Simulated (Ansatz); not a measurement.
**TaRu: a tetragonal deformation path**

The task here is to estimate one member of a computed series from the others.

Program: Ansatz 0.2.0. Level of theory: DFT r2SCAN, scalar-relativistic, plane waves, PAW. These are calculated values, not measurements.

## Starting point

Symmetry: P4/mmm, No. 123, tetragonal system. The conventional cell has a = 3.053 Å, b = 3.053 Å, c = 3.389 Å, α = 90.00°, β = 90.00°, γ = 90.00°. Ta (site symmetry 4/mmm) is surrounded by 8 Ru at 2.74 Å and 4 Ta at 3.05 Å. Ru (site symmetry 4/mmm) has 8 Ta at 2.74 Å and 4 Ru at 3.05 Å in its first shell of neighbours.

Structure file:

```
CELL_PARAMETERS angstrom
3.05300 0.00000 0.00000
0.00000 3.05300 0.00000
0.00000 0.00000 3.38900
ATOMIC_POSITIONS crystal
Ta 0.50000 0.50000 0.50000
Ru 0.00000 0.00000 0.00000
```

No relaxation comes first: the listed cell is the starting point.

## Zero of energy

The reference gives a free energy of -15835.7392 eV, pressure -1.30 GPa, largest force 0.000 eV/Å and gap on the mesh none (metal). It was computed beforehand with the settings of the runs below.

The first run:

At fixed volume and fractional coordinates, lengths along (0.000, 0.000, 1.000) are scaled against those across it; ρ is that ratio over its starting value.

The input, input.yaml:

```yaml
crystal:
  lattice:
    - [3.2229519371, 0.0, 0.0]
    - [0.0, 3.2229519371, 0.0]
    - [0.0, 0.0, 3.0410076966]
  atoms:
    - { symbol: Ta, position: [0.5, 0.5, 0.5] }
    - { symbol: Ru, position: [0.0, 0.0, 0.0] }
basis:
  ecutwfc: 500
kpoints:
  mp_grid: { grid: [18, 18, 16] }
hamiltonian:
  xc: r2scan
scf:
  occupations: { method: gaussian, width: 0.15 }
output:
  forces: true
  stress: true
  eigenvalues: true
```

Command:

```bash
$ ansatz run input.yaml --threads 1 --pin off --max-ram 2560MiB --backend cpu --events-out ev --progress --plain --runs-dir out
```

Among the steps run: At ρ = 0.850; Point ρ = 1.200; At ρ = 0.920; Point ρ = 1.100; Point ρ = 0.960; At ρ = 1.050; At ρ = 0.800; ρ = 1.300.

One of the session's tables, all rows but one given; the rest of the session is left out.

It belongs to the step «The scan collected». The scan, with free energies counted from the undisturbed cell:

```
    ρ  ΔE (meV/atom)  pressure (GPa)
0.800           55.8            -0.8
0.850           27.5            -1.4
0.920              ?               ?
0.960           11.1            -1.5
1.000            0.0            -1.3
1.050           11.7            -0.9
1.100           49.2            -0.7
1.200          159.9            -0.9
1.300          256.8            -1.4
```

Estimate the missing values for ρ = 0.920.

Worked estimate for «ΔE (meV/atom)». A straight line through the neighbours (0.850, 27.5) and (0.960, 11.1) gives 27.5 + (11.1 − 27.5) × (0.920 − 0.850) / (0.960 − 0.850) = 17.1; a parabola fitted to 4 rows on both sides gives 12.0.

The run gave: ΔE (meV/atom): 31.1; pressure (GPa): -1.6. In «ΔE (meV/atom)» the line misses by -14.0 and the parabola by -19.1. Between these rows the values bend or scatter more than so simple an estimate can follow.
